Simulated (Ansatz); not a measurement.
# AlH5Sn: the cost of one run

Computed with Ansatz 0.2.0, Gaussian basis. Level: single points in def2-TZVPP.

Correlated methods freeze the cores. Filled d shells of the heavier atoms are correlated. Core potentials replace the inner electrons past krypton, and spin-orbit coupling is left out.

## 1. Where the work starts

7 atoms, charge 0, spin multiplicity 1.

Atoms are counted from 1 here; the program's logs count them from 0.

Bond lengths: Al1–Sn2 2.585 Å, Al1–H3 1.651 Å, Al1–H4 1.644 Å, Sn2–H5 1.772 Å, Sn2–H6 1.828 Å, Sn2–H7 1.764 Å. Angles: Sn2–Al1–H3 128.9°, Sn2–Al1–H4 117.2°, H3–Al1–H4 113.8°, Al1–Sn2–H5 107.4°, Al1–Sn2–H6 120.9°, Al1–Sn2–H7 118.9°, H5–Sn2–H6 99.7°, H5–Sn2–H7 101.0°, H6–Sn2–H7 105.5°.

Coordinates:

```tsv
atom	x (Å)	y (Å)	z (Å)
Al1	-0.43594	-1.51156	0.11765
Sn2	0.33972	0.95333	0.05057
H3	-0.20851	-2.63881	1.30218
H4	-1.34473	-2.04802	-1.14338
H5	-0.18500	1.63230	-1.49988
H6	-0.37571	2.19318	1.18798
H7	2.06823	1.30185	0.00162
```

## 2. PBE-D4/def2-TZVPP

run/in.yaml

```yaml
crystal:
  periodic: [false, false, false]
  atoms:
    - {symbol: Al, position_ang: [-0.435937, -1.511560, 0.117652]}
    - {symbol: Sn, position_ang: [0.339716, 0.953328, 0.050568]}
    - {symbol: H, position_ang: [-0.208514, -2.638808, 1.302184]}
    - {symbol: H, position_ang: [-1.344731, -2.048022, -1.143384]}
    - {symbol: H, position_ang: [-0.184998, 1.632305, -1.499885]}
    - {symbol: H, position_ang: [-0.375712, 2.193180, 1.187978]}
    - {symbol: H, position_ang: [2.068232, 1.301848, 0.001620]}
basis:
  gaussian: {orbitals: def2-TZVPP}
hamiltonian: {xc: pbe, dispersion: d4}
output: {forces: true}
```

Launch:

```sh
ansatz run in.yaml --threads 2 --pin off --events-out ev --progress --plain --max-ram 3481MiB
```

What time and memory should one allow on 2 threads of Arm Neoverse V1, shared host?

About 1.9 s, with a peak of 0.16 GiB.
